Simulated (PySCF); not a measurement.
**GeH2Cl (SMILES [Cl][GeH2]): UM06-2X/STO-3G**

Aim: the vertical ionisation energy of GeH2Cl at UM06-2X/STO-3G, from 2 runs. 

Program for the calculation: PySCF 2.14.0.

7 further runs of the same task are left out: 7 set aside as unsound or not needed.

**1. Starting point**

GeH2Cl: 4 atoms, total charge 0, spin state doublet. As SMILES, `[Cl][GeH2]`. The coordinates come from a PBE0-D4/def2-TZVP relaxation.

Bond lengths: Cl1–Ge2 2.156 Å, Ge2–H3 1.546 Å, Ge2–H4 1.546 Å. Angles: Cl1–Ge2–H3 106.8°, Cl1–Ge2–H4 106.8°, H3–Ge2–H4 112.3°.

**2. A single-point energy at UM06-2X/STO-3G**

Contents of calc.py:

```python
# [Cl][GeH2]
from pyscf import gto, dft

mol = gto.M(
    atom=[
    ('Cl', (-1.562900, 0.305200, 0.993500)),
    ('Ge', (0.106700, -0.451100, -0.141600)),
    ('H', (0.072700, 0.259600, -1.514200)),
    ('H', (1.383400, -0.113700, 0.662300)),
],
    spin=1,
    verbose=3,
    max_memory=1860,
    charge=0,
    basis='sto-3g',
)

calc0 = dft.UKS(mol, xc='m06-2x')
calc0.grids.level = 5
calc0.conv_tol = 1e-10
calc0.kernel()
if not calc0.converged:
    calc0 = calc0.newton().run(calc0.mo_coeff, calc0.mo_occ)

e_tot = calc0.e_tot
print(f'total energy: {e_tot:.8f} hartree')
```

Started as:

```console
$ OMP_NUM_THREADS=1 python calc.py
```

Standard output:

```text
WARN: HOMO -0.388208712477277 >= LUMO -0.388208712477278

converged SCF energy = -2509.41724174387  <S^2> = 0.75114783  2S+1 = 2.0011475
total energy: -2509.41724174 hartree
```

Wall time 9 s (1 thread of Arm Neoverse V1, shared host); peak memory 0.25 GiB.

**3. The singlet cation at the same level**

Contents of job.py:

```python
from pyscf import gto, dft

mol = gto.Mole()
mol.atom = '''
Cl    -2.953453     0.576744     1.877443
Ge     0.201634    -0.852455    -0.267585
H      0.137383     0.490573    -2.861423
H      2.614247    -0.214862     1.251566
'''
mol.verbose = 3
mol.basis = 'sto-3g'
mol.unit = 'bohr'
mol.charge = 1
mol.max_memory = 1860
mol.build()

ks = dft.RKS(mol, xc='m06-2x')
ks.conv_tol = 1e-10
ks.grids.level = 5
ks.kernel()
if not ks.converged:
    ks = ks.newton().run(ks.mo_coeff, ks.mo_occ)

etot = ks.e_tot
print(f'total energy: {etot:.8f} hartree')
```

Started as:

```console
$ OMP_NUM_THREADS=1 python job.py
```

Standard output:

```text
converged SCF energy = -2509.14061937732
total energy: -2509.14061938 hartree
```

Wall time 5.1 s (1 thread of Arm Neoverse V1, shared host); peak memory 0.24 GiB.

**4. Outcome**

Level: UM06-2X/STO-3G.

| quantity | value |
| --- | --- |
| doublet GeH2Cl: total energy | -2509.41724 Eh |
| doublet GeH2Cl: dipole moment | 2.77 D |
| doublet GeH2Cl: HOMO energy (highest over α and β) | -5.52 eV |
| doublet GeH2Cl: LUMO energy (lowest over α and β) | 0.64 eV |
| doublet GeH2Cl: ⟨S²⟩ | 0.751 |
| singlet cation: total energy | -2509.14062 Eh |
| singlet cation: HOMO energy | -15.37 eV |
| singlet cation: LUMO energy | -9.39 eV |
| singlet cation: HOMO–LUMO gap | 5.98 eV |
| vertical ionisation energy (to the singlet cation) | 7.527 eV |

In words: The vertical ionisation energy comes to 7.53 eV (726 kJ/mol). Only the singlet of the ionised species was computed; a triplet could lie lower. In a minimal basis such a difference can be off by several eV, whatever the method. Mulliken charges (doublet GeH2Cl) run from -0.33 on Cl1 to +0.47 on Ge2; they depend strongly on the basis.
